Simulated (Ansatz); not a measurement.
# BaH2: properties at the relaxed cell

One table from this session's results is given with a row withheld; the runs are named, their logs left out.

Program: Ansatz 0.2.0. Level of theory: DFT PBEsol, scalar-relativistic, plane waves, PAW. These are calculated values, not measurements.

1 further run of the same task is left out (set aside as unsound or not needed). Runs told in other sessions of the task aren't counted.

### The starting structure

It takes space group P6_3/mmc (No. 194, hexagonal). Conventional cell: a = 4.385 Å, b = 4.385 Å, c = 5.796 Å, α = 90.00°, β = 90.00°, γ = 120.00°. Around Ba (site symmetry -6m2) lie 11 H at 2.53 to 2.92 Å. H (site symmetry -6m2) is surrounded by 5 Ba at 2.53 to 2.90 Å. H (site symmetry -3m) is surrounded by 8 H at 2.90 to 2.92 Å and 6 Ba at 2.92 Å.

As a file:

```
CELL_PARAMETERS angstrom
4.38462 0.00000 0.00000
-2.19231 3.79719 0.00000
0.00000 0.00000 5.79616
ATOMIC_POSITIONS crystal
Ba 0.66667 0.33333 0.75000
Ba 0.33333 0.66667 0.25000
H 0.33333 0.66667 0.75000
H 0.66667 0.33333 0.25000
H 0.00000 0.00000 0.50000
H 0.00000 0.00000 0.00000
```

It goes back to an entry of the Materials Project, which need not be the stable form.

This cell was relaxed beforehand with the same method: volume 16.08 Å³/atom, gap on the mesh 1.69 eV.

The first run:

input.yaml

```yaml
crystal:
  lattice:
    - [4.3403251498, 0.0, 0.0]
    - [-2.1701625749, 3.7588318404, 0.0]
    - [0.0, 0.0, 5.7376099845]
  atoms:
    - { symbol: Ba, position: [0.6666666667, 0.3333333333, 0.75] }
    - { symbol: Ba, position: [0.3333333333, 0.6666666667, 0.25] }
    - { symbol: H, position: [0.3333333333, 0.6666666667, 0.75] }
    - { symbol: H, position: [0.6666666667, 0.3333333333, 0.25] }
    - { symbol: H, position: [0.0, 0.0, 0.5] }
    - { symbol: H, position: [0.0, 0.0, 0.0] }
basis:
  ecutwfc: 420
kpoints:
  mp_grid: { grid: [6, 6, 6] }
hamiltonian:
  xc: pbesol
scf:
  occupations: { method: gaussian, width: 0.02 }
output:
  forces: true
  stress: true
  eigenvalues: true
relax:
  adjacent_minimum: "off"
  f_tol: 0.01
  max_steps: 30
  cell: { stress_tol: 0.1, fix: [volume] }
```

On the command line:

```sh
$ ansatz run input.yaml --threads 2 --pin off --max-ram 5120MiB --backend cpu --events-out ev --progress --plain --runs-dir out
```

Among the steps run: The cell scaled to 0.97 of its volume; Volume × 1.03; Point at V/V0 = 0.94; The cell scaled to 1.06 of its volume; The cell scaled to 0.91 of its volume; The cell scaled to 1.10 of its volume; Point at V/V0 = 0.88.

One table of the session follows, with a row left open; its other results are not shown here.

It belongs to the step «Energy against volume». 

```
volume (Å³/atom)  energy above the lowest point (meV/atom)  pressure (GPa)  gap on the mesh (eV)
          14.154                                      30.4            5.65                  1.71
          14.636                                         ?               ?                     ?
          15.119                                       6.7            2.38                  1.79
          15.601                                       1.6            1.09                  1.74
          16.084                                       0.0           -0.02                  1.69
          16.566                                       1.5           -0.97                  1.64
          17.049                                       5.7           -1.80                  1.59
          17.692                                      14.8           -2.72                  1.53
```

**Question.** Estimate the row for volume (Å³/atom) = 14.636.

Worked estimate for «energy above the lowest point (meV/atom)». A straight line through the neighbours (14.154, 30.4) and (15.119, 6.7) gives 30.4 + (6.7 − 30.4) × (14.636 − 14.154) / (15.119 − 14.154) = 18.6; a parabola fitted to 3 rows on both sides gives 16.3.

As computed: energy above the lowest point (meV/atom): 16.1; pressure (GPa): 3.89; gap on the mesh (eV): 1.75. In «energy above the lowest point (meV/atom)» the line misses by +2.5 and the parabola by +0.2.

Caveats from the session: The gap on the mesh goes from 1.71 eV at the smallest volume to 1.53 eV at the largest, through a peak of 1.79 eV between.
